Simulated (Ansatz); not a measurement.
# H8N2OSi2: the cost of one run

Program: Ansatz 0.2.0, Gaussian basis. Level of theory: the settings change from run to run. These are calculated values, not measurements.

## Step 1: The geometry

An earlier PBE0-D4 in a triple-zeta def2 set relaxation fixed the geometry.

SMILES `N[SiH](O)N[SiH3]`, 13 atoms, charge 0, spin multiplicity 1.

Atoms are counted from 1 here; the program's logs count them from 0.

Bond lengths: N1–Si2 1.705 Å, N1–H6 1.007 Å, N1–H7 1.007 Å, Si2–O3 1.648 Å, Si2–N4 1.719 Å, Si2–H8 1.479 Å, O3–H9 0.959 Å, N4–Si5 1.728 Å, N4–H10 1.009 Å, Si5–H11 1.489 Å, Si5–H12 1.487 Å, Si5–H13 1.487 Å. Angles: Si2–N1–H6 121.9°, Si2–N1–H7 121.0°, H6–N1–H7 111.9°, N1–Si2–O3 119.2°, N1–Si2–N4 106.5°, N1–Si2–H8 106.5°, O3–Si2–N4 106.0°, O3–Si2–H8 102.8°, N4–Si2–H8 116.5°, Si2–O3–H9 117.9°, Si2–N4–Si5 127.2°, Si2–N4–H10 116.3°, Si5–N4–H10 115.9°, N4–Si5–H11 111.2°, N4–Si5–H12 107.5°, N4–Si5–H13 113.2°, H11–Si5–H12 108.6°, H11–Si5–H13 107.3° and more.

Geometry (Å):

```xyz
13

N    -1.3449   -0.3391    1.8646
Si   -1.0333   -0.1911    0.1950
O    -0.7633   -1.5511   -0.6948
N     0.3899    0.7619    0.0468
Si    1.5771    0.6767   -1.2054
H    -0.6166   -0.5572    2.5246
H    -2.2514   -0.6210    2.1994
H    -2.2628    0.3603   -0.4154
H    -0.0052   -2.0922   -0.4673
H     0.4708    1.5456    0.6775
H     2.2319   -0.6603   -1.2352
H     2.6102    1.7058   -0.9141
H     1.0181    0.9267   -2.5609
```

## Step 2: wB97X/ANO-RCC-VTZP

Options: a grid of angular degree 11, a point charge of -1.00 e beside it, relativity set to scalar.

in.yaml

```yaml
crystal:
  periodic: [false, false, false]
  atoms:
    - {symbol: N, position_ang: [-1.344878, -0.339060, 1.864606]}
    - {symbol: Si, position_ang: [-1.033323, -0.191058, 0.194993]}
    - {symbol: O, position_ang: [-0.763339, -1.551115, -0.694769]}
    - {symbol: N, position_ang: [0.389903, 0.761903, 0.046802]}
    - {symbol: Si, position_ang: [1.577097, 0.676712, -1.205446]}
    - {symbol: H, position_ang: [-0.616610, -0.557213, 2.524619]}
    - {symbol: H, position_ang: [-2.251396, -0.621028, 2.199368]}
    - {symbol: H, position_ang: [-2.262836, 0.360333, -0.415428]}
    - {symbol: H, position_ang: [-0.005207, -2.092150, -0.467282]}
    - {symbol: H, position_ang: [0.470814, 1.545604, 0.677548]}
    - {symbol: H, position_ang: [2.231935, -0.660274, -1.235159]}
    - {symbol: H, position_ang: [2.610199, 1.705799, -0.914053]}
    - {symbol: H, position_ang: [1.018139, 0.926746, -2.560899]}
basis:
  gaussian: {orbitals: ANO-RCC-VTZP, final_grid: {core_spheres: 5, valence_spheres: 4, degree: 11}, point_charges: [{charge: -1.00, position_ang: [7.310, -0.033, -0.975]}]}
hamiltonian: {xc: {name: wB97X}, pseudopotentials: {relativity: scalar}}
```

Run with:

```
$ ansatz run in.yaml --threads 4 --pin off --events-out ev --progress --plain --max-ram 10444MiB
```

Q: Estimate wall time and peak memory on 4 threads of AMD EPYC 7B13, shared host.

About 8 s, with a peak of 1 GiB.
